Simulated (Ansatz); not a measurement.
# CH₅Ga (built from SMILES [CH3][GaH2]): search for a transition state

Wanted: the transition state of a 1,1-elimination (form H2–H3 and break Ga1–H2, Ga1–H3). The guess is relaxed with those distances held, a saddle search follows, and vibrations and two downhill relaxations check it.

Program: Ansatz 0.2.0, Gaussian basis. Level of theory: PBE0-D4, def2-SVP first, then def2-TZVP. These are calculated values, not measurements.

153 further runs of the same task are left out: 1 that didn't finish, 152 set aside as unsound or not needed.

## Step 1: The starting structure

The guess: 7 atoms, charge 0, spin multiplicity 1.

Atoms are counted from 1 here; the program's logs count them from 0.

Bond lengths: Ga1–C4 2.226 Å, C4–H5 1.097 Å, C4–H6 1.099 Å, C4–H7 1.104 Å. Angles: Ga1–C4–H5 120.8°, Ga1–C4–H6 119.4°, Ga1–C4–H7 99.0°, H5–C4–H6 106.3°, H5–C4–H7 104.4°, H6–C4–H7 104.2°.

Geometry (Å):

```mol
CH5Ga
  3D, bonds by distance, orders not assigned

  7  4  0  0  0  0  0  0  0  0999 V2000
   -1.5900   -0.6141   -0.2836 Ga  0  0
    0.2813   -0.6520   -1.0478 H   0  0
   -0.2360   -1.1891   -1.6733 H   0  0
    0.1861    0.4233    0.5677 C   0  0
    0.9893   -0.1453    1.0530 H   0  0
    0.6774    1.2166   -0.0121 H   0  0
   -0.3081    0.9607    1.3961 H   0  0
  1  4  8  0
  4  5  8  0
  4  6  8  0
  4  7  8  0
M  END
```

Distances that are to change: H2–H3 0.97 Å, Ga1–H2 2.02 Å, Ga1–H3 2.02 Å.

## Step 2: Constrained relaxation of the guess

The input, hold/in.yaml:

```yaml
crystal:
  periodic: [false, false, false]
  atoms:
    - {symbol: Ga, position_ang: [-1.590000, -0.614100, -0.283600]}
    - {symbol: H, position_ang: [0.281300, -0.652000, -1.047800]}
    - {symbol: H, position_ang: [-0.236000, -1.189100, -1.673300]}
    - {symbol: C, position_ang: [0.186100, 0.423300, 0.567700]}
    - {symbol: H, position_ang: [0.989300, -0.145300, 1.053000]}
    - {symbol: H, position_ang: [0.677400, 1.216600, -0.012100]}
    - {symbol: H, position_ang: [-0.308100, 0.960700, 1.396100]}
basis:
  gaussian: {orbitals: def2-SVP}
hamiltonian: {xc: pbe0, dispersion: d4}
relax: {f_tol: 0.08, max_steps: 120, escape_saddle: false, constraints: [{distance: [1, 2]}, {distance: [0, 1]}, {distance: [0, 2]}]}
```

Started as:

```
> ansatz run in.yaml --threads 2 --pin off --events-out ev --progress --plain --max-ram 4352MiB
```

Further steps of the session: Force constants to start from; Saddle search in the small basis; Saddle search in triple zeta; Checking the order of the point; Relaxing after a step of 0.30 Å one way along the mode; Relaxing after a step of 0.30 Å the other way along the mode.

Q: Predict the outcome of this session. Wanted: imaginary mode; barrier from the start side; barrier from the end side; energy of the step; pairs that change; zero-point energy at the saddle.

The runs gave:

| quantity | value |
| --- | --- |
| imaginary mode | 1320i cm⁻¹ |
| barrier from the start side | 124.8 kJ/mol |
| barrier from the end side | 92.2 kJ/mol |
| energy of the step | +32.6 kJ/mol |
| pairs that change | Ga1–C4 formed, H2–H3 formed, Ga1–H3 broken, H2–C4 broken |
| zero-point energy at the saddle | 1.278 eV |

One imaginary mode, 1320i cm⁻¹, makes this a first-order saddle. The two relaxations don't end on the planned structures: the search found another step. At PBE0-D4/def2-TZVP the electronic barrier is 124.8 kJ/mol, about 50 kT at 298 K, and the step runs 32.6 kJ/mol uphill. With so stiff a mode tunnelling counts: Wigner's rough correction is a factor of 2.7 at 298 K. Lower complexes than these ends may exist.
